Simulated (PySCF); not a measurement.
# Hg2H4: other functionals and bases at one geometry

The task here is to estimate one member of a computed series from the others.

Computed with PySCF 2.14.0. Level: several levels, as the steps say, no spin–orbit coupling.

4 further runs of the same task are left out: 2 for a known fault of the program, 2 that didn't finish. Runs told in other sessions of the task aren't counted.

**The starting structure**

6 atoms, charge 0, spin multiplicity 1.

Bond lengths: Hg1–H4 1.670 Å, Hg1–H5 1.661 Å, Hg2–H3 1.670 Å, Hg2–H6 1.661 Å. Angles: H4–Hg1–H5 179.4°, H3–Hg2–H6 179.4°.

Geometry (Å):

```mol
H4Hg2
  3D, bonds by distance, orders not assigned

  6  4  0  0  0  0  0  0  0  0999 V2000
   -0.6143    0.0000    1.9079 Hg  0  0
    0.6143   -0.0000   -1.9079 Hg  0  0
    1.5596   -0.0000   -0.5309 H   0  0
   -1.5596    0.0000    0.5309 H   0  0
    0.3122    0.0000    3.2869 H   0  0
   -0.3122   -0.0000   -3.2869 H   0  0
  1  4  8  0
  1  5  8  0
  2  3  8  0
  2  6  8  0
M  END
```

Formal oxidation states: Hg +2. An earlier session relaxed this geometry at TPSS, Hg def2-SVP with ECP60, H def2-SVP (singlet, point group C2h).

At TPSS on the finer grid: E = -309.218362 Eh, HOMO -7.05 eV, LUMO -1.38 eV, Mulliken charge on Hg1 +0.30 e, largest force component 0.003 eV/Å. 

Levels to run: M06-L; CAM-B3LYP; revPBE; wB97X; TPSS, TZVP; TPSS, x2c-SVP. Hardware: 2 threads of Arm Neoverse V1, shared host.

Set-up of the first run:

File run.py (the lines that set the calculation):

```python
mol = gto.M(atom='''
Hg    -0.61431     0.00000     1.90793
Hg     0.61431     0.00000    -1.90793
H      1.55960     0.00000    -0.53085
H     -1.55960     0.00000     0.53085
H      0.31221     0.00000     3.28687
H     -0.31221     0.00000    -3.28687''',
    basis={'Hg': 'def2-SVP', 'H': 'def2-SVP'},
    ecp={'Hg': 'def2-SVP'},
    charge=0, spin=0)
mf = dft.RKS(mol, xc='M06L')
mf.grids.atom_grid = (75, 302)
mf = mf.density_fit()  # fitting sets: Hg def2-universal-JKFIT, H def2-universal-JKFIT
mf.conv_tol = 1e-08; mf.max_cycle = 55
mf.kernel(dm0)  # dm0: the density of the relaxed state
```

Run with:

```
OMP_NUM_THREADS=2 python run.py
```

Among the steps run: M06-L; CAM-B3LYP; revPBE; wB97X; TPSS, TZVP; TPSS, x2c-SVP.

One table of the session follows, with a row left open; its other results are not shown here.

```
              level  HOMO (eV)  gap (eV)  charge on Hg1 (e)  largest force component (eV/Å)
TPSS (relaxed here)      -7.05      5.67               0.30                            0.00
              M06-L          ?         ?                  ?                               ?
          CAM-B3LYP      -9.28      9.08               0.26                            0.13
             revPBE      -6.83      5.37               0.24                            0.08
              wB97X     -10.27     10.98               0.29                            0.09
         TPSS, TZVP      -7.10      5.49               0.21                            0.11
      TPSS, x2c-SVP      -7.07      5.51               0.00                            0.06
```

Estimate the missing values for M06-L.

As computed: HOMO (eV): -7.04; gap (eV): 6.11; charge on Hg1 (e): 0.46; largest force component (eV/Å): 0.15. In the column «HOMO (eV)» it lies between TPSS (relaxed here) (-7.05) and revPBE (-6.83).

In one basis the HOMO–LUMO gap runs from 5.37 eV (revPBE) to 10.98 eV (wB97X). The largest leftover force, 0.15 eV/Å with M06-L, stands at a geometry relaxed at another level. Total energies of different levels can't be compared.
